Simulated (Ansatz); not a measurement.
Run this with Ansatz 0.2.0 through its Python package and show what comes out.

The script, `disp.py`:
```python
"""Dispersion corrections for CH4BFO."""

import ansatz as az

BASIS = "def2-SVP"

geometry = (
    az.Crystal.molecule()
    .atom("C", (-0.2047, 0.95, -0.0649))
    .atom("O", (-0.7627, -0.2686, -0.446))
    .atom("B", (0.1183, -1.2999, 0.056))
    .atom("F", (1.31, -1.7747, -0.7561))
    .atom("H", (-0.212, 1.1078, 1.0134))
    .atom("H", (-0.941, 1.7901, -0.4661))
    .atom("H", (0.774, 1.1879, -0.5266))
    .atom("H", (0.0101, -1.7496, 1.1344))
)

calculation = geometry.calculation().basis(gaussian=BASIS)
for name in ["revpbe", "blyp"]:
    for correction in ("d3bj", "d4"):
        report = calculation.functional(name, dispersion=correction).run(threads=1).report
        print(f"{name:8s} {correction:5s} total {report['free_energy_ev']:.5f} eV, of which dispersion {1000 * report['dispersion']['energy']['ev']:.2f} meV")
```

```console
$ python disp.py
revpbe   d3bj  total -6536.72871 eV, of which dispersion -266.68 meV
revpbe   d4    total -6536.81174 eV, of which dispersion -349.72 meV
blyp     d3bj  total -6537.19451 eV, of which dispersion -209.20 meV
blyp     d4    total -6537.20411 eV, of which dispersion -218.80 meV
```

Notes:
- Total energies depend on the basis set; only differences at equal settings carry meaning.
- The geometry is a force-field or estimated start, not a minimum of this method, and the basis set is short of its limit. D4 holds the three-body term, and d3bj doesn't.
- The whole script took 5.6 s on 1 thread of Arm Neoverse V1, with other jobs on the host, peak memory 0.16 GiB.
